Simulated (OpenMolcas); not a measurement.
**Tc⁵⁺ with 6 ligands (chloride): CASSCF and CASPT2 levels and susceptibility**

Which state of Tc⁵⁺ lies lowest among these ligands, how large is the field, and what χT follows?

Program: OpenMolcas 26.06. Level of theory: state-averaged CASSCF and CASPT2, spin-orbit coupling by RASSI with atomic mean-field integrals. These are calculated values, not measurements, unless marked.

### Step 1. The system

```
Species                           : Tc⁵⁺ (technetium, Z = 43, 38 electrons)
Basis                             : ANO-RCC-VDZP [6s5p3d1f], 151 functions with the ligands
Scalar Hamiltonian                : DKH2, point nucleus
Inactive shells                   : 1s 2s 2p 3s 3p 3d 4s 4p of the metal, and all ligand shells
Active space                      : 2 electrons in 5 orbitals (4d)
Some configurations of this space : 4d²
Orbitals                          : optimised for each spin and parity, averaged over all roots
```

The outer shells:

4d2
```
4d [↑ ][↑ ][  ][  ][  ]
```

Tc⁵⁺ is taken with 6 ligands (chloride) in octahedron coordination (Oh) at 2.36 Å. A charge of +0.167 e stands 2.8 Å behind each ligand. Ligand basis ANO-RCC-VDZP. The distances are assumed, not relaxed.

```xyz
7

Tc    0.0000    0.0000    0.0000
Cl    2.3600    0.0000    0.0000
Cl    0.0000    2.3600    0.0000
Cl   -2.3600    0.0000    0.0000
Cl    0.0000   -2.3600    0.0000
Cl    0.0000    0.0000    2.3600
Cl    0.0000    0.0000   -2.3600
```

Each step is its own input file, run in one work folder so that later steps find the files of earlier ones. Labels, J, g values, rates, χT and fits are worked out afterwards by a script from the matrices that RASSI stores. The input lists half of the charges; inversion (Group=XYZ) makes the rest.

### Step 2. One- and two-electron integrals

Input file a.inp:

```
&GATEWAY
Coord
7

Tc 0.0 0.0 0.0
Cl 2.360000 0.000000 0.000000
Cl 0.000000 2.360000 0.000000
Cl -2.360000 0.000000 0.000000
Cl 0.000000 -2.360000 0.000000
Cl 0.000000 0.000000 2.360000
Cl 0.000000 0.000000 -2.360000
Basis=Tc.ANO-RCC-VDZP,Cl.ANO-RCC-VDZP
Group=XYZ
NoMove
AngMom=0.0 0.0 0.0
AMFI
RICD
XField
3 Angstrom 0
5.160000 0.000000 0.000000 0.166667
0.000000 5.160000 0.000000 0.166667
0.000000 0.000000 5.160000 0.166667
&SEWARD
```

Run with:

```sh
$ OMP_NUM_THREADS=1 MOLCAS_MEM=2457 MOLCAS_PROJECT=a pymolcas a.inp > a.log
```

### Step 3. Reference wave functions, triplets of even parity, 10 roots

Input file a.inp:

```
&RASSCF
FileOrb=start.orb
Symmetry=1
Spin=3
nActEl=2 0 0
Inactive=36 36
Ras2=5 0
CIRoot=10 10 1
SDav=10
CIMx=300
Iter=150 100
PrWF=0.3
OrbListing=Nothing
MaxOrb=0
LevShft=1.0
>>> COPY $Project.JobIph JOB001
```

start.orb holds start orbitals that the driver prepared beforehand, or those of the step before.

### Step 4. Reference wave functions, singlets of even parity, 15 roots

Input file a.inp:

```
&RASSCF
FileOrb=start.orb
Symmetry=1
Spin=1
nActEl=2 0 0
Inactive=36 36
Ras2=5 0
CIRoot=15 15 1
SDav=15
CIMx=300
Iter=150 100
PrWF=0.3
OrbListing=Nothing
MaxOrb=0
LevShft=1.0
>>> COPY $Project.JobIph JOB002
```

### Step 5. RASSI: spin-orbit coupling between the states

Input file a.inp:

```
&RASSI
NrOfJobIphs=2 10 15
1 2 3 4 5 6 7 8 9 10
1 2 3 4 5 6 7 8 9 10 11 12 13 14 15
IphNames
JOB001
JOB002
EJob
SpinOrbit
DIPRint=1.0
SOCoupling=1000.0
Subsets=2
Property=9
'ANGMOM' 1 'ANGMOM' 2 'ANGMOM' 3 'MLTPL  1' 1 'MLTPL  1' 2 'MLTPL  1' 3
'AMFI' 1 'AMFI' 2 'AMFI' 3
SOProperty=3
'ANGMOM' 1 'ANGMOM' 2 'ANGMOM' 3
```

### Step 6. CASPT2: IPEA 0.25, imaginary shift 0.1 (closed shells correlated: 4s 4p of the metal, with ligand shells; the Frozen line counts the rest)

Input file a.inp:

```
>>> COPY JOB001 $Project.JobIph
&CASPT2
Multistate=10 1 2 3 4 5 6 7 8 9 10
NoMult
Frozen=23 21
IPEA=0.25
Imaginary=0.1
MaxIter=60
WThr=0.0 0.3 0.05
PrWF=0.5
NoMix
>>> COPY JOB002 $Project.JobIph
&CASPT2
Multistate=15 1 2 3 4 5 6 7 8 9 10 11 12 13 14 15
NoMult
Frozen=23 21
IPEA=0.25
Imaginary=0.1
MaxIter=60
WThr=0.0 0.3 0.05
PrWF=0.5
NoMix
```

### Step 7. CASPT2: IPEA 0.25, imaginary shift 0.1 (closed shells correlated: none of the metal, with ligand shells; the Frozen line counts the rest)

Changes to a.inp since step 6:

```diff
@@ -4,3 +4,3 @@
 NoMult
-Frozen=23 21
+Frozen=24 24
 IPEA=0.25
@@ -15,3 +15,3 @@
 NoMult
-Frozen=23 21
+Frozen=24 24
 IPEA=0.25
```

(Steps that only read results are left out.)

Q: Predict the outcome of this session. Wanted: spin-free ground state; first state of the same spin within the active space; lowest level; next level.

As calculated:

| quantity | value |
| --- | --- |
| method | SS-CASPT2, IPEA 0.25, imaginary shift 0.1 (closed shells correlated: 4s 4p of the metal, with ligand shells; the Frozen line counts the rest) |
| spin-free ground state | 3T1, 3-fold in its orbital part |
| first state of the same spin within the active space | 3T2 at 28300 cm⁻¹ |
| lowest level | 2-fold E, g = 0.00, 0.00, 0.00 |
| next level | 26.4 cm⁻¹ |
| χT at 300 K | 0.38 cm³ K/mol |
| effective moment at 300 K | 1.74 μB |

Cost by method:

```tsv
method	time of its own steps	time with the reference
A. CASSCF	30 s	30 s
B. SS-CASPT2, IPEA 0.25, imaginary shift 0.1, +4s 4p	68 s	98 s
C. SS-CASPT2, IPEA 0.25, imaginary shift 0.1, +none	60 s	90 s
```

Times are of one thread on a shared host.

**Reading.** The spin-free ground state (3T1) is 3-fold and keeps the highest spin of the shell. χT at 300 K is 0.38, against 1.00 cm³ K/mol for the spin alone, so spin-orbit coupling lowers it. CASPT2 does not keep the components of a term degenerate, and the means are used. The bonds are covalent and no ligand orbital is active, so the numbers are rough.
